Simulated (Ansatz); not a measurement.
# TlO2: the cost of one run

Method: DFT PBE, scalar-relativistic, plane waves, PAW, in Ansatz 0.2.0.

### Step 1. Starting point

It takes space group Fmmm (No. 69, orthorhombic). Conventional cell: a = 7.090 Å, b = 7.659 Å, c = 7.852 Å, α = 90.00°, β = 90.00°, γ = 90.00°. Tl (site symmetry mm2) has 4 O at 2.20 to 2.23 Å as nearest neighbours. Around O (site symmetry m2m) lie 2 O at 1.76 to 2.00 Å and 2 Tl at 2.20 Å. Around O (site symmetry m2m) lie 2 O at 1.76 to 2.13 Å and 2 Tl at 2.23 Å.

Coordinates:

```xyz
6
Lattice="0.0000 3.8296 3.9261 3.5448 0.0000 3.9261 3.5448 3.8296 0.0000" Properties=species:S:1:pos:R:3 pbc="T T T"
Tl    3.5448    3.8296    1.9631
Tl    3.5448    3.8296    5.8892
O     3.5448    2.8279    3.9261
O     3.5448    4.8314    3.9261
O     3.5448    6.5937    3.9261
O     3.5448    1.0656    3.9261
```

This is candidate A: random cell with space group Fmmm (No. 69).

### Step 2. A loose first relaxation (candidate A)

input.yaml reads:

```yaml
crystal:
  lattice:
    - [0.0, 3.8296305693, 3.926145098]
    - [3.544817691, 0.0, 3.926145098]
    - [3.544817691, 3.8296305693, 0.0]
  atoms:
    - { symbol: Tl, position: [0.25, 0.25, 0.75] }
    - { symbol: Tl, position: [0.75, 0.75, 0.25] }
    - { symbol: O, position: [0.3692137924, 0.6307862076, 0.3692137924] }
    - { symbol: O, position: [0.6307862076, 0.3692137924, 0.6307862076] }
    - { symbol: O, position: [0.8608805197, 0.1391194803, 0.8608805197] }
    - { symbol: O, position: [0.1391194803, 0.8608805197, 0.1391194803] }
basis:
  ecutwfc: 420
kpoints:
  mp_grid: { grid: [4, 4, 4] }
hamiltonian:
  xc: pbe
scf:
  occupations: { method: gaussian, width: 0.1 }
  lower_state_search: "off"
output:
  forces: true
  stress: true
  eigenvalues: true
relax:
  adjacent_minimum: "off"
  f_tol: 0.04
  max_steps: 70
  cell: { stress_tol: 0.4 }
```

Started as:

```
ansatz run input.yaml --threads 1 --pin off --max-ram 2560MiB --backend cpu --events-out ev --progress --plain --runs-dir out
```

**Question.** How long does this run take on 1 thread of Intel Xeon 6975P-C (Granite Rapids), shared host, and how much memory does it need?

About 27 s, with a peak of 0.45 GiB.
